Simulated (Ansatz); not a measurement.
# Li3ZrO: the cost of one run

Program: Ansatz 0.2.0. Level of theory: DFT PBE, scalar-relativistic, plane waves, PAW, unless a step names another level. These are calculated values, not measurements.

### 1 The starting structure

Symmetry: P-3m1, No. 164, trigonal system. Conventional cell: a = 3.170 Å, b = 3.170 Å, c = 20.348 Å, α = 90.00°, β = 90.00°, γ = 120.00°. Li (site symmetry 3m) is surrounded by 3 O at 2.07 Å. Li (site symmetry 3m) has 12 Li at 3.04 to 3.45 Å as nearest neighbours. Around Li (site symmetry 3m) lie 12 Li at 3.03 to 3.17 Å. Zr (site symmetry 3m) is surrounded by 3 O at 2.30 Å. O (site symmetry 3m) has 3 Li at 2.07 Å and 3 Zr at 2.30 Å as nearest neighbours.

Structure file:

```xyz
10
Lattice="3.1701 0.0000 0.0000 -1.5851 2.7454 0.0000 0.0000 0.0000 20.3478" Properties=species:S:1:pos:R:3 pbc="T T T"
Li    1.5851    0.9151    3.6084
Li    0.0000    1.8303    6.5332
Li    1.5851    0.9151    8.9663
Li    0.0000    1.8303   16.7394
Li    1.5851    0.9151   13.8147
Li    0.0000    1.8303   11.3815
Zr    0.0000    1.8303    1.2566
Zr    1.5851    0.9151   19.0912
O     0.0000    0.0000    2.6422
O     0.0000    0.0000   17.7056
```

It came out lowest among 19 distinct ends of the trial cells. At a tolerance of 0.05 Å it has space group P-3m1 (No. 164).

### 2 A stricter relaxation, on the response runs' mesh and smearing

Input file input.yaml:

```yaml
crystal:
  lattice:
    - [3.1701251394, 0.0, 0.0]
    - [-1.5850625697, 2.7454089039, 0.0]
    - [0.0, 0.0, 20.3478201604]
  atoms:
    - { symbol: Li, position: [0.6666666667, 0.3333333333, 0.1773361084] }
    - { symbol: Li, position: [0.3333333333, 0.6666666667, 0.3210746798] }
    - { symbol: Li, position: [0.6666666667, 0.3333333333, 0.4406506728] }
    - { symbol: Li, position: [0.3333333333, 0.6666666667, 0.8226638916] }
    - { symbol: Li, position: [0.6666666667, 0.3333333333, 0.6789253202] }
    - { symbol: Li, position: [0.3333333333, 0.6666666667, 0.5593493272] }
    - { symbol: Zr, position: [0.3333333333, 0.6666666667, 0.0617560139] }
    - { symbol: Zr, position: [0.6666666667, 0.3333333333, 0.9382439861] }
    - { symbol: O, position: [0.0, 0.0, 0.1298533907] }
    - { symbol: O, position: [0.0, 0.0, 0.8701466093] }
basis:
  ecutwfc: 420
kpoints:
  mp_grid: { grid: [12, 12, 2] }
hamiltonian:
  xc: pbe
scf:
  occupations: { method: gaussian, width: 0.1 }
output:
  forces: true
  stress: true
  eigenvalues: true
relax:
  adjacent_minimum: "off"
  f_tol: 0.001
  max_steps: 60
  cell: { stress_tol: 0.01 }
```

Launch:

```console
> ansatz run input.yaml --threads 3 --pin off --max-ram 7680MiB --backend cpu --events-out ev --progress --plain --runs-dir out
```

**Question.** How long does this run take on 3 threads of Intel Xeon at 2.50GHz (Skylake/Cascade Lake), shared host, and how much memory does it need?

About 75 s, with a peak of 0.65 GiB.
